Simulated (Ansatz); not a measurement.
# C2H5NSe: one species, many methods

The task here is to estimate one member of a computed series from the others.

The runs use Ansatz 0.2.0, Gaussian basis; functionals in def2-TZVPP, the program's frozen cores in correlated methods.

Levels to be run: PBE-D4, r2SCAN-D4, PBE0-D4, B3LYP-D4, ωB97X-V, ωB97M-V, B2PLYP; CCSD(T)/def2-TZVPP; MP2/def2-QZVPP; extrapolation to the limit.

### Structure used throughout

All runs share one geometry, relaxed beforehand with PBE0-D4 in a triple-zeta def2 set.

SMILES `C=NC[SeH]`, 9 atoms, charge 0, spin multiplicity 1.

Atoms are counted from 1 here; the program's logs count them from 0.

Bond lengths: C1–N2 1.260 Å, C1–H5 1.099 Å, C1–H6 1.089 Å, N2–C3 1.431 Å, C3–Se4 1.957 Å, C3–H7 1.091 Å, C3–H8 1.097 Å, Se4–H9 1.469 Å. Angles: N2–C1–H5 123.3°, N2–C1–H6 119.2°, H5–C1–H6 117.5°, C1–N2–C3 117.1°, N2–C3–Se4 111.5°, N2–C3–H7 109.5°, N2–C3–H8 114.1°, Se4–C3–H7 103.5°, Se4–C3–H8 108.5°, H7–C3–H8 109.3°, C3–Se4–H9 94.3°.

Set-up of the first run:

in.yaml reads:

```yaml
crystal:
  periodic: [false, false, false]
  atoms:
    - {symbol: C, position_ang: [-0.406953, 1.373666, -0.467218]}
    - {symbol: N, position_ang: [-0.835894, 0.191555, -0.385876]}
    - {symbol: C, position_ang: [0.140147, -0.851406, -0.297409]}
    - {symbol: Se, position_ang: [0.032132, -1.790410, 1.416699]}
    - {symbol: H, position_ang: [0.662400, 1.628004, -0.475310]}
    - {symbol: H, position_ang: [-1.119468, 2.194190, -0.533386]}
    - {symbol: H, position_ang: [-0.090587, -1.628806, -1.027954]}
    - {symbol: H, position_ang: [1.172489, -0.511194, -0.443733]}
    - {symbol: H, position_ang: [0.534232, -0.651899, 2.197087]}
basis:
  gaussian: {orbitals: def2-TZVPP}
hamiltonian: {xc: pbe, dispersion: d4}
output: {forces: true, orbitals: {seedname: orbitals}}
```

Started as:

```bash
$ ansatz run in.yaml --threads 4 --pin off --events-out ev --progress --plain --max-ram 10444MiB
```

Among the steps run: PBE-D4 (GGA); r2SCAN-D4 (meta-GGA); PBE0-D4 (hybrid); B3LYP-D4 (hybrid); ωB97X-V (range-separated); ωB97M-V (range-separated); B2PLYP (double hybrid); CCSD(T) in def2-TZVPP; MP2 in def2-QZVPP.

One table of the session follows, with a row left open; its other results are not shown here.

```
            method  atomisation energy (kcal/mol)
            PBE-D4                          795.1
         r2SCAN-D4                          769.9
           PBE0-D4                          774.7
          B3LYP-D4                          773.3
           ωB97X-V                          772.0
           ωB97M-V                          770.7
            B2PLYP                          762.7
     HF/def2-TZVPP                          526.2
    MP2/def2-TZVPP                          758.6
   CCSD/def2-TZVPP                          733.5
CCSD(T)/def2-TZVPP                          748.3
           MP2/CBS                              ?
       CCSD(T)/CBS                          770.2
```

Estimate the missing values for MP2/CBS.

As computed: atomisation energy (kcal/mol): 780.6. In the column «atomisation energy (kcal/mol)» it lies between PBE0-D4 (774.7) and PBE-D4 (795.1).

To keep in mind: Free atoms (2 C, 1 N, 1 Se, 5 H) were run apart at each level; the atomisation energy is their sum less the molecule, without zero-point or spin-orbit terms.
